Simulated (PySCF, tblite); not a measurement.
# C₄H₇F₃OP₂: geometry, infrared bands and NMR shifts

Aim: predict the infrared bands and NMR shifts of C₄H₇F₃OP₂ (`OCCC/P=P/C(F)(F)F`).

Computed with tblite 0.8.0 and PySCF 2.14.0, with density-fitted response routines of our own, on a single molecule in the gas phase. Atoms count from 0, in the outputs and in this text.

### Step 1. Starting geometry

17 atoms, charge 0, multiplicity 1; geometry from: force field or distance geometry start.

Bonds of the start (Å): O0–C1 1.41, C1–C2 1.52, C2–C3 1.51, C3–P4 1.85, P4–P5 1.99, P5–C6 1.85, C6–F7 1.37, C6–F8 1.36, C6–F9 1.39, O0–H10 1.01, C1–H11 1.12, C1–H12 1.09, C2–H13 1.12, C2–H14 1.11, C3–H15 1.08, C3–H16 1.13.

### Step 2. Relaxing the molecule with GFN2-xTB

What the job is given:

```
{"job": {"kind": "relax", "xc": "GFN2-xTB", "basis": "xTB"}, "charge": 0, "multiplicity": 1}
O     -1.525900     1.245200     0.769100
C     -2.507700     0.396700     0.209400
C     -1.942500    -1.009100     0.312200
C     -0.651900    -1.157900    -0.458800
P      0.625100    -0.015000     0.240800
P      2.578600    -0.354900     0.145800
C      3.898300     0.765600     0.811200
F      4.123800     0.656900     2.160700
F      3.704300     2.078400     0.520900
F      5.081000     0.383400     0.191600
H     -1.591100     2.103600     0.247000
H     -3.463900     0.502900     0.787300
H     -2.737600     0.669100    -0.817200
H     -2.696100    -1.762300    -0.048500
H     -1.718100    -1.191300     1.389000
H     -0.821200    -1.056300    -1.523100
H     -0.362200    -2.243000    -0.297900
```

On the command line:

```sh
> OMP_NUM_THREADS=1 python probes_run.py task.json out
```

One launch serves the whole session: the jobs run in the order shown.

**Question.** This job is followed by: GFN2-xTB harmonic vibrations, gas phase; GIAO PBE0/pcSseg-1 NMR shielding, non-relativistic, gas phase. What will the session give for the following? strongest single infrared mode (GFN2-xTB); zero-point energy (GFN2-xTB); 13C shifts against TMS (PBE0/pcSseg-1); 1H shifts against TMS (PBE0/pcSseg-1, means over atoms taken as alike); 17O shifts against H2O (PBE0/pcSseg-1); 31P shifts against H3PO4 (PBE0/pcSseg-1); 19F shifts against CFCl3 (PBE0/pcSseg-1, means over atoms taken as alike).

The runs gave:

| quantity | value |
| --- | --- |
| strongest single infrared mode (GFN2-xTB) | 1017 cm⁻¹, 274 km/mol |
| zero-point energy (GFN2-xTB) | 70.6 kcal/mol |
| 13C shifts against TMS (PBE0/pcSseg-1) | 143.8, 69.7, 42.8, 34.6 ppm |
| 1H shifts against TMS (PBE0/pcSseg-1, means over atoms taken as alike) | 4.09, 3.04, 2.43, 1.82 ppm |
| 17O shifts against H2O (PBE0/pcSseg-1) | 79.1 ppm |
| 31P shifts against H3PO4 (PBE0/pcSseg-1) | 633.8, 367.9 ppm |
| 19F shifts against CFCl3 (PBE0/pcSseg-1, means over atoms taken as alike) | -52.3 ppm |

Over 144 steps the energy fell by 1.997 eV; of the close pairs, P4–P5 changed most, 1.985 to 2.032 Å. The lowest mode is slightly imaginary (13i cm⁻¹), a soft motion within the noise of the Hessian, so the minimum is not strictly shown. The strongest single mode, at 1017 cm⁻¹, moves mainly C6. Unscaled tight-binding wavenumbers are off by several per cent, some by more. Its intensities can rank the bands wrongly. H11, H12 (mean) (hydrogen on an sp3 CH2 bonded to O) lies farthest downfield among hydrogen, at 4.09 ppm; its carbon carries O, an electronegative neighbour. At PBE0/pcSseg-1: The widest tensor belongs to P4: span 1732 ppm, with a paramagnetic part of -1282 ppm.
